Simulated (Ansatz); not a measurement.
**SiH3O4 radical: small, medium and large basis sets**

The task here is to estimate one member of a computed series from the others.

Computed with Ansatz 0.2.0, Gaussian basis. Level: one geometry, several basis sets.

Levels to be run: PBE0-D4/def2-SVP; ωB97M-V/def2-SVP; PBE0-D4/def2-QZVPP; ωB97M-V/def2-QZVPP; the functionals' def2-TZVPP values are taken from earlier runs.

**Structure used throughout**

An earlier PBE0-D4 in a triple-zeta def2 set relaxation fixed the geometry.

SMILES `[O][Si](O)(O)O`, 8 atoms, charge 0, spin multiplicity 2.

Atoms are counted from 1 here; the program's logs count them from 0.

Bond lengths: O1–Si2 1.656 Å, Si2–O3 1.631 Å, Si2–O4 1.622 Å, Si2–O5 1.624 Å, O3–H6 0.959 Å, O4–H7 0.959 Å, O5–H8 0.958 Å. Angles: O1–Si2–O3 102.2°, O1–Si2–O4 107.0°, O1–Si2–O5 116.5°, O3–Si2–O4 116.6°, O3–Si2–O5 108.2°, O4–Si2–O5 106.6°, Si2–O3–H6 117.6°, Si2–O4–H7 116.9°, Si2–O5–H8 118.2°.

The first run:

The input, in.yaml:

```yaml
crystal:
  periodic: [false, false, false]
  atoms:
    - {symbol: O, position_ang: [-1.417605, 0.247787, 1.193032]}
    - {symbol: Si, position_ang: [-0.195771, 0.058690, 0.091018]}
    - {symbol: O, position_ang: [1.117121, -0.067327, 1.049779]}
    - {symbol: O, position_ang: [-0.249880, 1.339090, -0.902694]}
    - {symbol: O, position_ang: [-0.266319, -1.263511, -0.849683]}
    - {symbol: H, position_ang: [1.271433, 0.632970, 1.686711]}
    - {symbol: H, position_ang: [-0.093953, 1.173100, -1.833844]}
    - {symbol: H, position_ang: [-0.165036, -2.120800, -0.434320]}
basis:
  gaussian: {orbitals: def2-SVP}
magnetization: {spin_polarized: true, initial_magnetization: 1}
hamiltonian: {xc: pbe0, dispersion: d4}
output: {orbitals: {seedname: orbitals}}
```

Among the steps run: PBE0-D4 in def2-SVP; ωB97M-V in def2-SVP; PBE0-D4 in def2-QZVPP; ωB97M-V in def2-QZVPP.

One of the session's tables, all rows but one given; the rest of the session is left out.

It belongs to the step «Density functionals: the series». 

| functional | basis | HOMO (eV) | LUMO (eV) |
| --- | --- | --- | --- |
| PBE0-D4 | def2-SVP | -8.72 | -4.25 |
| PBE0-D4 | def2-TZVPP | -9.04 | -4.53 |
| PBE0-D4 | def2-QZVPP | -9.11 | -4.60 |
| ωB97M-V | def2-SVP | ? | ? |
| ωB97M-V | def2-TZVPP | -11.54 | -2.32 |
| ωB97M-V | def2-QZVPP | -11.62 | -2.40 |

Q: Estimate the row for ωB97M-V, def2-SVP from the others.

As computed: HOMO (eV): -11.20; LUMO (eV): -1.96. In the column «HOMO (eV)» it lies between ωB97M-V, def2-TZVPP (-11.54) and PBE0-D4, def2-QZVPP (-9.11).
